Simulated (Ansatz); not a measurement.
# GePN+ (doublet): from Hartree-Fock to the top rungs, cc-pVTZ

The task here is to estimate one member of a computed series from the others.

The runs use Ansatz 0.2.0, Gaussian basis; cc-pVTZ, core rule «outside noble gas», up to 20 orbitals frozen.

To be run: UHF; CCSD(T) on ROHF; CCSD(T) on UHF; BCCD(T) on ROHF; CCSDT(Q) on ROHF; CCSDT(Q) on UHF; CASSCF and NEVPT2, 13 electrons in 12 orbitals.

4 further runs of the same task are left out: 1 for a known fault of the program, 3 set aside as unsound or not needed.

## The geometry

The geometry is a PBE0/def2-TZVP stationary point (not a proven minimum) of the parent state, kept for this charge and spin. No spin-orbit coupling is included. The filled d shell of Ge may be among the frozen orbitals whatever the setting's name suggests; the logs give the count.

3 atoms, charge 1, spin multiplicity 2.

Atoms are counted from 1 here; the program's logs count them from 0.

Bond lengths: Ge1–P2 2.256 Å, P2–N3 1.507 Å. Angles: Ge1–P2–N3 180.0°.

Set-up of the first run:

in.yaml reads:

```yaml
crystal:
  periodic: [false, false, false]
  atoms:
    - {symbol: Ge, position_ang: [0.000000, 0.000000, 2.006400]}
    - {symbol: P, position_ang: [0.000000, 0.000000, -0.249628]}
    - {symbol: N, position_ang: [0.000000, 0.000000, -1.756772]}
basis:
  gaussian: {orbitals: cc-pVTZ}
total_charge: 1
magnetization: {spin_polarized: true, initial_magnetization: 1}
hamiltonian: {xc: hf}
output: {orbitals: {seedname: orbitals}}
```

Run with:

```bash
> ansatz run in.yaml --threads 1 --pin off --events-out ev --progress --plain --max-ram 2560MiB --backend cpu
```

Steps of the session up to this table: UHF; CCSD(T) on ROHF; CCSD(T) on UHF; BCCD(T) on ROHF; CCSDT(Q) on ROHF; CCSDT(Q) on UHF; CASSCF and NEVPT2, 13 electrons in 12 orbitals.

One of the session's tables, all rows but one given; the rest of the session is left out.

| method | from RCCSDT(Q) (kcal/mol) |
| --- | --- |
| ROHF | +292.56 |
| RMP2 | +27.30 |
| UMP2 | +58.12 |
| RCCSD | +22.98 |
| UCCSD | +22.40 |
| RCCSD(T) | +2.71 |
| UCCSD(T) | +3.30 |
| BCCD(T) | +2.69 |
| RCCSDT | +2.84 |
| UCCSDT | +2.34 |
| RCCSDT(Q) | 0 |
| UCCSDT(Q) | ? |
| CASSCF valence | +173.90 |
| NEVPT2 valence | +36.73 |

Estimate the missing values for UCCSDT(Q).

**Answer.** from RCCSDT(Q) (kcal/mol): -0.90. In the column «from RCCSDT(Q) (kcal/mol)» it is the lowest.

Among the levels timed on like hardware and quicker than the yardstick, those that no quicker one beats, quickest first: RCCSD(T) (7 s, +2.71 kcal/mol); BCCD(T) (12 s, +2.69 kcal/mol).

Left out of the table: UHF (another determinant or state than the rows shown).

Caveats from the session: The determinant is far from a pure spin state, so its energy mixes those of several spin states (harmless only where they are near-degenerate, as at dissociation). Warnings: spin contamination; coupled cluster took another determinant than the lowest. Restricted and unrestricted rows rest on different reference determinants; where their highest levels disagree by more than a few hundredths of an eV, they describe different states and don't form one ladder.
